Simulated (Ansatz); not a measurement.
Born–Oppenheimer molecular dynamics of a periodic cell of 40 atoms, Rb2AgPdF6 (host Rb2AgPdF6, host structure Fm-3m). It starts from an unrelaxed structure (largest force component 0.12 eV/Å).

These are results of DFT r2SCAN-D3(BJ), scalar-relativistic, plane waves, PAW (Ansatz 0.2.0), not measurements. Settings: cutoff 500 eV, k mesh 1x1x1, fermi-dirac smearing 0.05 eV, no spin polarisation.

```json
{
  "ensemble": "NPT, Langevin",
  "time step": "2 fs",
  "steps asked": "70",
  "set temperature": "500 K",
  "friction": "0.005 /fs",
  "pressure": "0 GPa",
  "seed": "704859"
}
```

First frame:

```xyz
40
Lattice="8.8385 0.0000 0.0000 0.0000 8.8385 0.0000 0.0000 0.0000 8.8385" Properties=species:S:1:pos:R:3
Rb 2.210 2.210 2.210
Rb 6.629 6.629 6.629
Ag 4.419 4.419 4.419
Pd 0.000 0.000 0.000
F 4.419 4.419 2.113
F 6.725 4.419 4.419
F 4.419 4.419 6.725
F 4.419 2.113 4.419
F 4.419 6.725 4.419
F 2.113 4.419 4.419
Rb 6.629 6.629 2.210
Rb 2.210 2.210 6.629
Ag 0.000 0.000 4.419
Pd 4.419 4.419 0.000
F 0.000 0.000 2.113
F 2.306 0.000 4.419
F 0.000 0.000 6.725
F 0.000 6.532 4.419
F 0.000 2.306 4.419
F 6.532 0.000 4.419
Rb 6.629 2.210 6.629
Rb 2.210 6.629 2.210
Ag 0.000 4.419 0.000
Pd 4.419 0.000 4.419
F 0.000 4.419 6.532
F 2.306 4.419 0.000
F 0.000 4.419 2.306
F 0.000 2.113 0.000
F 0.000 6.725 0.000
F 6.532 4.419 0.000
Rb 2.210 6.629 6.629
Rb 6.629 2.210 2.210
Ag 4.419 0.000 0.000
Pd 0.000 4.419 4.419
F 4.419 0.000 6.532
F 6.725 0.000 0.000
F 4.419 0.000 2.306
F 4.419 6.532 0.000
F 4.419 2.306 0.000
F 2.113 0.000 0.000
```

(1) What does the run give?

(2) What happens to the structure?

(3) How do temperature and energy run in time?

## Answers

(1) The run went to its last step.

- steps done: 70
- time covered: 140 fs
- mean temperature over the second half: 413 K
- spread of the potential energy over the second half: 5.3 meV per atom
- mean potential energy of the second half above the start: 40.6 meV per atom
- mean pressure over the second half: 2.8 GPa

The conserved energy stayed within 0.048 meV per atom of its start (net change -0.014 meV per atom), so the integration is sound. The mean temperature of the second half is 17 % below the set value. A run of 0.14 ps of so small a system gives no equilibrium averages. Limits of this set-up: coarse k mesh. The cell's volume went from 690 to 655 Å³.

(2) Mean squared displacements from the first frame to the last, about the centre of mass, the cell's change included: Rb 0.06 Å², Ag 0.03 Å², Pd 0.02 Å², F 0.10 Å². This is one draw of velocities; another would differ in detail.

(3) 
| time (fs) | T (K) | potential energy less start (eV) | conserved less start (meV/atom) | P (GPa) | volume (Å³) |
| --- | --- | --- | --- | --- | --- |
| 0 | 488 | 0.000 | 0.00 | -5.2 | 690.5 |
| 4 | 500 | 0.024 | 0.00 | -4.9 | 690.0 |
| 8 | 488 | 0.135 | 0.01 | -4.6 | 688.8 |
| 12 | 444 | 0.299 | 0.03 | -4.2 | 686.6 |
| 16 | 411 | 0.458 | 0.04 | -3.8 | 683.3 |
| 20 | 362 | 0.601 | 0.04 | -3.3 | 678.8 |
| 24 | 338 | 0.718 | 0.04 | -2.7 | 673.4 |
| 28 | 305 | 0.808 | 0.05 | -2.2 | 667.7 |
| 32 | 312 | 0.883 | 0.04 | -1.6 | 661.7 |
| 36 | 305 | 0.932 | 0.03 | -1.1 | 655.5 |
| 40 | 310 | 0.966 | 0.02 | -0.7 | 649.0 |
| 44 | 318 | 1.025 | 0.02 | -0.1 | 642.6 |
| 48 | 311 | 1.113 | 0.02 | 0.4 | 636.3 |
| 52 | 335 | 1.201 | 0.03 | 1.0 | 630.3 |
| 56 | 334 | 1.290 | 0.03 | 1.6 | 624.7 |
| 60 | 337 | 1.357 | 0.03 | 2.2 | 619.6 |
| 64 | 380 | 1.358 | 0.03 | 2.7 | 614.8 |
| 68 | 391 | 1.313 | 0.02 | 3.1 | 610.9 |
| 72 | 428 | 1.262 | 0.01 | 3.5 | 607.6 |
| 76 | 460 | 1.244 | 0.00 | 3.9 | 604.8 |
| 80 | 500 | 1.279 | -0.02 | 4.3 | 603.0 |
| 84 | 497 | 1.372 | 0.00 | 4.6 | 601.8 |
| 88 | 479 | 1.490 | 0.01 | 4.8 | 601.6 |
| 92 | 451 | 1.584 | 0.01 | 4.9 | 602.1 |
| 96 | 450 | 1.652 | 0.01 | 4.8 | 603.7 |
| 100 | 417 | 1.695 | 0.01 | 4.6 | 606.1 |
| 104 | 410 | 1.723 | -0.01 | 4.2 | 609.4 |
| 108 | 405 | 1.745 | -0.02 | 3.7 | 613.5 |
| 112 | 376 | 1.784 | -0.01 | 3.1 | 618.1 |
| 116 | 348 | 1.825 | 0.00 | 2.5 | 622.9 |
| 120 | 337 | 1.869 | 0.01 | 1.8 | 628.2 |
| 124 | 332 | 1.886 | 0.03 | 1.1 | 633.8 |
| 128 | 341 | 1.851 | 0.02 | 0.3 | 639.5 |
| 132 | 358 | 1.768 | 0.01 | -0.5 | 645.1 |
| 136 | 413 | 1.665 | -0.01 | -1.2 | 650.5 |
| 140 | 421 | 1.577 | -0.01 | -1.9 | 655.5 |

Run time: 16 min on 4 threads of Intel(R) Xeon(R) 6975P-C (Granite Rapids) (shared host), peak memory 2.4 GiB.
